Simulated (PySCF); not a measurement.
# C5H13PS: the cost of one run

Computed with PySCF 2.14.0 and routines of our own; the level stands in each step. Atoms count from 0.

### Step 1. The starting structure

20 atoms, charge 0, multiplicity 1; geometry from: GFN2-xTB.

### Step 2. Magnetic properties: GIAO KT3/pcSseg-1

Job settings and geometry (Å):

```
{"job": {"kind": "mag", "xc": "KT3", "basis": "pcSseg-1", "isotopologues": 2}, "charge": 0, "multiplicity": 1}
C     -2.014084    -1.666914     0.837613
P     -1.047035    -0.502849     0.067414
C     -1.686766     1.160744     0.425323
C     -1.170391    -0.698338    -1.735788
C      0.812193    -0.201578     0.252639
S      1.545247     1.151851    -0.738306
C      3.265871     0.989489    -0.189628
H     -1.718700    -2.679208     0.573336
H     -2.039627    -1.524435     1.915039
H     -1.159257     1.906046    -0.167732
H     -1.555761     1.375171     1.484979
H     -2.749821     1.160738     0.191488
H     -2.228041    -0.716716    -1.992241
H     -0.663214     0.121251    -2.242232
H     -0.717954    -1.645512    -2.025936
H      1.004709     0.007964     1.310048
H      1.321459    -1.132792    -0.016414
H      3.639029     0.002442    -0.450301
H      3.833773     1.752704    -0.711598
H      3.323222     1.150620     0.883810
```

Level: GIAO KT3/pcSseg-1 magnetisability, rotational g tensor and spin-rotation constants, non-relativistic, gas phase.

Started as:

```sh
OMP_NUM_THREADS=1 python excited_run.py task.json out
```

One launch serves the whole session: the jobs run in the order shown.

Q: Estimate the wall time and peak memory of this first job on 1 thread of Intel Xeon Platinum 8259CL at 2.50GHz, shared host.

About 88 s, with a peak of 0.7 GiB.
